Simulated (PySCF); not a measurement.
# W (+2): ligand-field states

What do calculations give for the ligand-field states of W (+2)?

Computed with PySCF 2.14.0 and routines of our own; the level stands in each step. Atoms count from 0.

## 1. The starting structure

1 atom, charge 2, states of the metal's open shell are computed; geometry from: free ion.

## 2. Ligand-field states: state-averaged CASSCF

Job settings and geometry (Å):

```
{"job": {"kind": "lf", "basis": {"metal": "x2c-TZVPall", "ligand": "x2c-SVPall"}, "nevpt": true}, "charge": 2, "metal": "W", "open_shell": "d4"}
W      0.000000     0.000000     0.000000
```

With the program's defaults for keys left out, this is: state-averaged CASSCF of the metal d shell, SC-NEVPT2 on the averaged canonical orbitals, state-interaction spin-orbit coupling.

Launch:

```bash
$ OMP_NUM_THREADS=1 python lf_run.py task.json out
```

One launch serves the whole session: the jobs run in the order shown.

Standard output:

```text
basis functions 81, electrons 72, active (4e, 5o)
stage 1: DIIS on the effective Fock matrix, level shift 0.30
cycle   1  E = -16137.3974948768  dE = -1.614e+04  max|g| = 3.643e+00
cycle   2  E = -16139.0224543051  dE = -1.625e+00  max|g| = 1.225e+00
cycle   3  E = -16139.2586769367  dE = -2.362e-01  max|g| = 4.965e-01
cycle   4  E = -16139.2912627445  dE = -3.259e-02  max|g| = 4.028e-02
cycle   5  E = -16139.2917895641  dE = -5.268e-04  max|g| = 3.186e-03
cycle   6  E = -16139.2917985053  dE = -8.941e-06  max|g| = 7.119e-04
cycle   7  E = -16139.2917991960  dE = -6.907e-07  max|g| = 1.775e-04
cycle   8  E = -16139.2917992677  dE = -7.168e-08  max|g| = 4.065e-05
cycle   9  E = -16139.2917992756  dE = -7.876e-09  max|g| = 1.479e-05
cycle  10  E = -16139.2917992763  dE = -7.221e-10  max|g| = 5.017e-06
converged average energy = -16139.2917992763

 mult deg   label        CASSCF/cm-1   NEVPT2/cm-1
   5   5   5D                  0.0           0.0
   3   3   3P              16045.4       12712.8
   3  11   3H              14252.0       13353.1
   3   7   3F              16389.8       14056.9
   3   9   3G              17804.9       16057.2
   3   5   3D              22779.1       19974.6
   1  13   1I              21378.0       20211.0
   1   9   1G              22682.9       20280.5
   1   5   1D              27932.7       22852.0
   1   1   1S              26368.7       22936.7
   1   7   1F              32036.8       27670.9
   3   3   3P              38069.9       33148.5
   3   7   3F              37725.5       33626.1
   1   9   1G              42842.1       37890.8
   1   5   1D              57488.7       50511.8
   1   1   1S              74736.0       65843.9

spin-orbit levels / cm-1
      0.00  x1  5D 0.76 3P 0.22
   1986.78  x3  5D 0.89 3P 0.10
   4090.54  x5  5D 0.95
   5979.69  x7  5D 0.94 3F 0.04
   7591.37  x9  5D 0.86 3F 0.12
  12783.58  x1  3P 0.66 5D 0.23 1S 0.11
  15421.28  x9  3H 0.59 3G 0.16 1G 0.11
  17109.33  x3  3P 0.85 5D 0.09 3D 0.06
  18033.20  x7  3G 0.54 3F 0.38 5D 0.03
  18246.42  x5  3F 0.80 1D 0.13 3D 0.05
  18583.72  x11  3H 0.80 3G 0.20
```

It took 12 s on 1 thread of Arm Neoverse V1, shared host; peak memory 0.23 GiB.

Key values:

```csv
quantity,value
spin-orbit constant ζ,2468 cm⁻¹
```

Powder susceptibility:

| T (K) | χT (cm³ K/mol) | μ(eff) |
| --- | --- | --- |
| 2 | 0.001 | 0.08 |
| 5 | 0.002 | 0.13 |
| 10 | 0.004 | 0.19 |
| 20 | 0.009 | 0.27 |
| 30 | 0.013 | 0.33 |
| 50 | 0.022 | 0.42 |
| 75 | 0.033 | 0.51 |
| 100 | 0.044 | 0.59 |
| 150 | 0.066 | 0.73 |
| 200 | 0.088 | 0.84 |
| 250 | 0.110 | 0.94 |
| 300 | 0.132 | 1.03 |

## 3. Ligand-field states: state-averaged CASSCF (avg hs)

Job settings and geometry (Å):

```
{"job": {"kind": "lf", "basis": {"metal": "x2c-TZVPall", "ligand": "x2c-SVPall"}, "nevpt": true, "avg": "hs"}, "charge": 2, "metal": "W", "open_shell": "d4"}
W      0.000000     0.000000     0.000000
```

Method: state-averaged CASSCF of the metal d shell, SC-NEVPT2 on the averaged canonical orbitals, state-interaction spin-orbit coupling.

Standard output:

```text
basis functions 81, electrons 72, active (4e, 5o)
stage 1: DIIS on the effective Fock matrix, level shift 0.30
cycle   1  E = -16137.5146623527  dE = -1.614e+04  max|g| = 3.643e+00
cycle   2  E = -16139.1315336031  dE = -1.617e+00  max|g| = 1.218e+00
cycle   3  E = -16139.3599197182  dE = -2.284e-01  max|g| = 4.893e-01
cycle   4  E = -16139.3905614028  dE = -3.064e-02  max|g| = 3.874e-02
cycle   5  E = -16139.3910569075  dE = -4.955e-04  max|g| = 3.222e-03
cycle   6  E = -16139.3910665053  dE = -9.598e-06  max|g| = 8.082e-04
cycle   7  E = -16139.3910673136  dE = -8.083e-07  max|g| = 2.065e-04
cycle   8  E = -16139.3910673939  dE = -8.023e-08  max|g| = 5.351e-05
cycle   9  E = -16139.3910674014  dE = -7.536e-09  max|g| = 1.096e-05
cycle  10  E = -16139.3910674020  dE = -6.166e-10  max|g| = 3.688e-06
converged average energy = -16139.3910674020

 mult deg   label        CASSCF/cm-1   NEVPT2/cm-1
   5   5   5D                  0.0           0.0
   3   3   3P              16338.6       12775.3
   3  11   3H              14506.6       13404.4
   3   7   3F              16682.6       14112.7
   3   9   3G              18112.2       16103.3
   3   5   3D              23160.1       20021.3
   1  13   1I              21759.9       20288.7
   1   9   1G              23094.6       20345.8
   1   5   1D              28418.7       22955.2
   1   1   1S              26842.4       22993.0
   1   7   1F              32576.7       27753.1
   3   3   3P              38698.1       33226.7
   3   7   3F              38354.1       33694.1
   1   9   1G              43564.2       37989.2
   1   5   1D              58431.5       50594.7
   1   1   1S              75977.8       65941.8

spin-orbit levels / cm-1
      0.00  x1  5D 0.76 3P 0.22
   2016.22  x3  5D 0.89 3P 0.10
   4143.45  x5  5D 0.95
   6049.24  x7  5D 0.94 3F 0.04
   7671.23  x9  5D 0.85 3F 0.12
  12867.37  x1  3P 0.65 5D 0.23 1S 0.11
  15501.95  x9  3H 0.59 3G 0.16 1G 0.11
  17232.93  x3  3P 0.85 5D 0.09 3D 0.06
  18128.90  x7  3G 0.55 3F 0.38 5D 0.03
  18353.72  x5  3F 0.79 1D 0.13 3D 0.05
  18697.61  x11  3H 0.80 3G 0.20
```

It took 5.1 s on 1 thread of Arm Neoverse V1, shared host; peak memory 0.23 GiB.

From this job:

```csv
quantity,value
spin-orbit constant ζ,2492 cm⁻¹
```

Powder susceptibility:

```
T (K)  χT (cm³ K/mol)  μ(eff)
    2           0.001    0.08
   20           0.009    0.26
  100           0.043    0.59
  300           0.130    1.02
```

## 4. The runs side by side

From the NEVPT2 states (cm⁻¹; the spread is that of the fitted one-electron ligand-field levels):

| step | setting | ground state | next state | orbital spread | Racah B | ζ | μ(eff), 300 K |
| --- | --- | --- | --- | --- | --- | --- | --- |
| 2 | as given | 5D | 3P at 12713 | 0 | 615 | 2468 | 1.03 |
| 3 | avg hs | 5D | 3P at 12775 | 0 | 615 | 2492 | 1.02 |

## 5. Outcome

| quantity | value |
| --- | --- |
| spin-orbit constant ζ (step 2, state-averaged CASSCF) | 2468 cm⁻¹ |
| ground multiplicity, μ(eff) at 300 K (step 2, free ion) | 5, 1.03 μB |
| ground multiplicity, μ(eff) at 300 K (step 3, free ion) | 5, 1.02 μB |

What this shows: In step 2, χT goes from 0.00 at 2 K to 0.13 cm³ K/mol at 300 K, as higher levels fill or mix in.
